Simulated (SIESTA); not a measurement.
BiTe:

```
CELL_PARAMETERS angstrom
0.00000 3.23500 3.23500
3.23500 0.00000 3.23500
3.23500 3.23500 0.00000
ATOMIC_POSITIONS crystal
Bi 0.00000 0.00000 0.00000
Te 0.50000 0.50000 0.50000
```

Base run:

```yaml
Program: SIESTA 5.4.2
Functional: PBE
Potentials_or_basis: PseudoDojo 0.4 standard (PBE files)
Basis: DZP (energy shift 0.003 Ry; two zetas on semicore shells)
Grid_cutoff: 500 Ry
Energy_shift: 0.003 Ry
k_mesh: 7 × 7 × 7
Occupations: fermi-dirac, width 0.05 eV
Spin: no spin polarisation
```

Its results: band gap on the k mesh none (metal or under the smearing width); pressure 1.7 GPa.

Question: The run is repeated on the same cell with these changes: functional from PBE to PBEsol; potentials or basis from PseudoDojo 0.4 standard (PBE files) to PseudoDojo 0.4 standard (PBEsol files). What comes out?

Answer: Band gap on the k mesh none (metal or under the smearing width); pressure -0.8 GPa.

Caveats: spin-orbit coupling is left out, which moves the levels of the heavy elements; the basis of atomic orbitals isn't converged, which shifts pressures, moduli and gaps.
